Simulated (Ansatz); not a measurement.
This script makes a test of scalar relativity of BrGe with Ansatz's Python interface.

Script `brge_x2c.py`:
```python
"""BrGe with and without the spin-free two-component Hamiltonian."""

import logging
import sys

import ansatz
import numpy as np

logging.basicConfig(stream=sys.stdout, format="[%(levelname)s] %(message)s")
log = logging.getLogger("run")
log.setLevel(logging.INFO)

SETTINGS = {
    "functional": "b3lyp",
    "vdw": "d4",
}

geometry_ang = [
    ("Ge", (0.0, 0.0, 0.0)),
    ("Br", (0.0, 0.0, 2.275)),
]
molecule = ansatz.Crystal.molecule()
for symbol, xyz in geometry_ang:
    molecule = molecule.atom(symbol, xyz)

calc = (
    molecule.calculation()
    .functional(SETTINGS["functional"], dispersion=SETTINGS["vdw"])
    .spin("collinear", total=1)
    .forces()
)
# a set contracted for a scalar-relativistic Hamiltonian goes with the relativistic run
sets = {"none": "cc-pVTZ", "scalar": "cc-pVTZ-DK"}
found = {kind: calc.basis(gaussian=basis).pseudopotentials(relativity=kind).run().report for kind, basis in sets.items()}
for kind, each in found.items():
    dipole = 4.803205 * np.linalg.norm(each["charge_distribution"]["dipole_moment_e_ang"])
    log.info(f"{kind:7s} E = {each['free_energy_ev']:.4f} eV  dipole {dipole:.3f} D  largest force component {np.abs(each['forces_ev_ang']).max():.4f} eV/A")
log.info(f"relativity lowers the total energy by {found['none']['free_energy_ev'] - found['scalar']['free_energy_ev']:.3f} eV")
```

What does scalar relativity change in the total energy and in the dipole?

The total moves by -1465.9 eV, nearly all in the cores, and the dipole from 1.22 to 1.32 D.

The output:

```console
$ python brge_x2c.py
[INFO] none    E = -126569.0428 eV  dipole 1.223 D  largest force component 1.0373 eV/A
[INFO] scalar  E = -128034.9408 eV  dipole 1.319 D  largest force component 0.9696 eV/A
[INFO] relativity lowers the total energy by 1465.898 eV
```

Caveats:
- The settings weren't tested for convergence.
- The geometry is a force-field or estimated start, not a minimum of this method. The basis set changes with the Hamiltonian (a set recontracted for scalar relativity), and most of the change in the total lies in the cores.
- The species is open-shell (spin multiplicity 2).
- b3lyp holds the VWN-RPA fit, as in Gaussian; the form of ORCA and Turbomole is b3lyp5.
- The spin state was assumed, and another may lie lower.
- Run time: 26 s on 1 thread of Arm Neoverse N1, with other jobs on the host, peak memory 0.27 GiB.
